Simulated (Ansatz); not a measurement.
Write a Python script for Ansatz 0.2.0 through its Python package that makes a small convex hull of the Sr-Cd system. Use (first run): PBEsol, PAW, cutoff 500 eV, 11×11×11 k-points, Fermi-Dirac smearing of 0.05 eV.

`run_hull.py`:
```python
from collections import Counter
from dataclasses import dataclass

import ansatz as az
import numpy as np
from tabulate import tabulate


@dataclass(frozen=True)
class Options:
    xc: str = "pbesol"
    ecut: int = 500
    kspacing: float = 0.15
    smearing: str = "fermi_dirac"
    smearing_width: float = 0.05


cfg = Options()

PHASES = {
    "SrCd Pm-3m": (
        [(4.003, 0.0, 0.0), (0.0, 4.003, 0.0), (0.0, 0.0, 4.003)],
        [
            ("Sr", (0.5, 0.5, 0.5)),
            ("Cd", (0.0, 0.0, 0.0)),
        ],
    ),
    "SrCd3 Fm-3m": (
        [(0.0, 3.718761, 3.718761), (3.718761, 0.0, 3.718761), (3.718761, 3.718761, 0.0)],
        [
            ("Sr", (0.0, 0.0, 0.0)),
            ("Cd", (0.25, 0.25, 0.25)),
            ("Cd", (0.75, 0.75, 0.75)),
            ("Cd", (0.5, 0.5, 0.5)),
        ],
    ),
    "Sr": (
        [(0.0, 3.04235, 3.04235), (3.04235, 0.0, 3.04235), (3.04235, 3.04235, 0.0)],
        [
            ("Sr", (0.0, 0.0, 0.0)),
        ],
    ),
    "Cd": (
        [(2.97887, 0.0, 0.0), (-1.489435, 2.579777, 0.0), (0.0, 0.0, 5.61765)],
        [
            ("Cd", (1 / 3, 2 / 3, 0.25)),
            ("Cd", (2 / 3, 1 / 3, 0.75)),
        ],
    ),
}


def build(vectors, sites):
    crystal = az.Crystal(lattice=az.Lattice.of(vectors))
    for symbol, position in sites:
        crystal = crystal.atom(symbol, position)
    return crystal


def solve(name, crystal):
    calc = crystal.calculation()
    calc = calc.functional(cfg.xc)
    calc = calc.basis(cfg.ecut)
    calc = calc.kpoints(spacing=cfg.kspacing)
    calc = calc.occupations(cfg.smearing, width=cfg.smearing_width)
    calc = calc.relax(force_tolerance=0.01, max_steps=40, fix_cell=["shape"])
    return calc.run()


def counts(outcome):
    return Counter(site.symbol for site in outcome.lattice.sites)

def formation_energy(outcome, mu):
    n = counts(outcome)
    return (outcome.report["energy_sigma0_ev"] - sum(k * mu[element] for element, k in n.items())) / sum(n.values())


def main() -> None:
    phases = {name: build(*cell) for name, cell in PHASES.items()}

    done = {}
    for name, crystal in phases.items():
        done[name] = solve(name, crystal)
        print(f"{name}: {done[name].report['energy_sigma0_ev']:.4f} eV, {len(done[name].lattice.sites)} atoms")

    references = {"Sr": "Sr", "Cd": "Cd"}
    mu = {element: done[name].report["energy_sigma0_ev"] / len(done[name].lattice.sites) for element, name in references.items()}
    points = sorted((counts(o)["Cd"] / len(o.lattice.sites), formation_energy(o, mu), name) for name, o in done.items())

    hull = []
    for x, e, _ in points:
        while len(hull) > 1 and (hull[-1][0] - hull[-2][0]) * (e - hull[-2][1]) - (hull[-1][1] - hull[-2][1]) * (x - hull[-2][0]) <= 0:
            hull.pop()
        hull.append((x, e))
    rows = [(name, x, e, e - np.interp(x, *zip(*hull))) for x, e, name in points]
    print(tabulate(rows, headers=["phase", "x(Cd)", "E_form (eV/atom)", "above hull (eV/atom)"], floatfmt=".4f", tablefmt="simple"))
    print("on the hull of these phases:", ", ".join(row[0] for row in rows if row[3] < 1e-6))


if __name__ == "__main__":
    main()
```

Output of `python run_hull.py`:
```text
SrCd Pm-3m: -11676.9027 eV, 2 atoms
SrCd3 Fm-3m: -28045.3391 eV, 4 atoms
Sr: -3492.2133 eV, 1 atoms
Cd: -16368.1177 eV, 2 atoms
phase          x(Cd)    E_form (eV/atom)    above hull (eV/atom)
-----------  -------  ------------------  ----------------------
Sr            0.0000              0.0000                  0.0000
SrCd Pm-3m    0.5000             -0.3153                  0.0000
SrCd3 Fm-3m   0.7500             -0.2373                  0.0000
Cd            1.0000              0.0000                  0.0000
on the hull of these phases: Sr, SrCd Pm-3m, SrCd3 Fm-3m, Cd
```

Reading the output:
- Total energies depend on the potentials; only differences at equal settings carry meaning.
- Atoms and volume are relaxed with the cell's shape held, which in cells of lower than cubic symmetry can hide stresses and shift volumes.
- The cells come from databases of deposited and of computed structures, and not all need be stable phases.
- Differences under 10 to 15 meV an atom lie within the error of mesh and functional, so such verdicts may flip; only the cells listed enter the hull.
- Finished in 77 s on 1 thread of Arm Neoverse V2, on a shared host, peak memory 0.58 GiB.
